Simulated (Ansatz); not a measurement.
# Si5GeN8: the band gap up the ladder of functionals

One table from this session's results is given with a row withheld; the runs are named, their logs left out.

The runs shown are made with Ansatz 0.2.0. PAW datasets, plane waves. (Calculated; spin-unpolarised; the phase may be known or hypothetical.)

## The structure to begin with

The cell was relaxed beforehand with r2SCAN.

Space group Pm (No. 6), monoclinic; conventional cell a = 7.661 Å, b = 2.934 Å, c = 7.684 Å, β = 119.8°, 10.70 Å³ an atom. Si has 4 N at 1.73–1.75 Å; Si has 4 N at 1.74–1.75 Å; Si has 4 N at 1.71–1.74 Å; Ge has 4 N at 1.80–1.83 Å.

Structure file:

```xyz
14
Lattice="7.6841 0.0000 0.0192 0.0000 2.9337 0.0000 -3.8254 0.0000 6.6372" Properties=species:S:1:pos:R:3 pbc="T T T"
Si    1.4252    1.4668    5.4849
Si    5.4581    0.0000    1.5481
Si    3.6010    0.0000    3.9350
Si    0.2261    1.4668    2.6812
Ge   -1.6073    1.4668    5.1129
Si    2.4626    0.0000    1.2053
N     0.0724    1.4668    4.4054
N     3.8567    0.0000    2.2276
N     2.8041    1.4668    4.4307
N     1.4566    0.0000    6.4432
N    -2.5303    0.0000    4.6383
N     6.3022    1.4668    2.0079
N     1.0283    0.0000    2.1853
N     2.4551    1.4668    0.2888
```

Set-up of the first run:

input.yaml

```yaml
crystal:
  lattice:
    - [7.6840586099, 0.0, 0.0192181976]
    - [0.0, 2.933659697, 0.0]
    - [-3.8253805351, 0.0, 6.6371630379]
  atoms:
    - { symbol: Si, position: [0.5960149313, 0.5, 0.824665319] }
    - { symbol: Si, position: [0.8252418651, 0.0, 0.2308554822] }
    - { symbol: Si, position: [0.7626880946, 0.0, 0.5906712229] }
    - { symbol: Si, position: [0.2302028562, 0.5, 0.4033002234] }
    - { symbol: Ge, position: [0.1740772624, 0.5, 0.7698423458] }
    - { symbol: Si, position: [0.410294038, 0.0, 0.1804082235] }
    - { symbol: "N", position: [0.3393680869, 0.5, 0.6627707391] }
    - { symbol: "N", position: [0.6680317066, 0.0, 0.3336950915] }
    - { symbol: "N", position: [0.6962538538, 0.5, 0.6655428365] }
    - { symbol: "N", position: [0.6718766616, 0.0, 0.9688236079] }
    - { symbol: "N", position: [0.0185942613, 0.0, 0.6987911188] }
    - { symbol: "N", position: [0.9693734452, 0.5, 0.2997166049] }
    - { symbol: "N", position: [0.2973023475, 0.0, 0.3283879868] }
    - { symbol: "N", position: [0.3406805896, 0.5, 0.0425291977] }
kpoints:
  mp_grid: { grid: [4, 8, 4] }
  band_path:
    path:
      - [0.0, 0.0, 0.0]
      - [2.169469026042e-18, -0.5, 3.037505472021e-34]
      - [0.5, -0.5, -2.405495625318e-17]
      - [0.5, 9.886981355216e-35, -2.405495625318e-17]
      - [0.0, 0.0, 0.0]
      - [0.5, 5.909008258145e-19, -0.5]
      - [0.5, -0.5, -0.5]
      - [2.169469026042e-18, -0.5, 3.037505472021e-34]
      - [7.274706298136e-18, -0.5, -0.5]
      - [7.274706298136e-18, 5.909008258145e-19, -0.5]
      - [0.0, 0.0, 0.0]
    npoints: 10
hamiltonian:
  xc: pbe
scf:
  occupations: { method: fermi_dirac, width: 0.02 }
  n_extra_bands: 7
output:
  forces: true
  stress: true
  eigenvalues: true
  write_density: true
  write_potential: true
  elf: true
  volumetric_format: npy
```

Among the steps run: PBE bands along the symmetry lines; Single point with r2SCAN; Single point with HSE06; PBE+SOC; PBE0 at the same geometry.

One of the session's tables, all rows but one given; the rest of the session is left out.

| level | gap (eV) |
| --- | --- |
| PBE | 4.13 |
| r2SCAN | 4.68 |
| HSE06 | ? |
| PBE+SOC | 4.13 |
| PBE0 | 6.39 |

Q: Estimate the row for HSE06 from the others.

The run gave: gap (eV): 5.63. In the column «gap (eV)» it lies between r2SCAN (4.68) and PBE0 (6.39).

Meshes: PBE 4×8×4, r2SCAN 4×8×4, HSE06 2×6×2, PBE+SOC 4×8×4, PBE0 2×6×2

PBE reaches 73 % of the HSE06 value, and r2SCAN 83 %. PBE0 lies 0.76 eV above HSE06, which differs from it by screening the long-range exchange.

To keep in mind: Warnings in the runs' records: stress scf threshold loose, stress exchange threshold loose.
